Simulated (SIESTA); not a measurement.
NaLa:

```
CELL_PARAMETERS angstrom
3.60625 0.00000 0.00000
-1.80313 3.12310 0.00000
0.00000 0.00000 6.48378
ATOMIC_POSITIONS crystal
La 0.00000 0.00000 0.50000
Na 0.66667 0.33333 0.00000
```

The cell comes from a database or a generator and needn't be the stable form of this composition.

Base run:

| Property | Result |
| --- | --- |
| Program | SIESTA 5.4.2 |
| Functional | RPBE |
| Potentials or basis | PseudoDojo 0.4 standard (PBE files) |
| Basis | DZP (energy shift 0.003 Ry; two zetas on semicore shells) |
| Grid cutoff | 800 Ry |
| Energy shift | 0.003 Ry |
| k mesh | 9 × 9 × 4 |
| Occupations | fermi-dirac, width 0.05 eV |
| Spin | no spin polarisation |

Its results: band gap on the k mesh none (metal or under the smearing width); pressure 1.8 GPa.

Problem. The run is repeated on the same cell with these changes: functional from RPBE to PW91. What comes out?

Solution. Band gap on the k mesh none (metal or under the smearing width); pressure 0.7 GPa.

PW91 binds more tightly than RPBE, so the same cell stands under less pressure.

Caveats: the potentials were made for another functional, which shifts forces and pressure; the basis of atomic orbitals isn't converged, which shifts pressures, moduli and gaps.
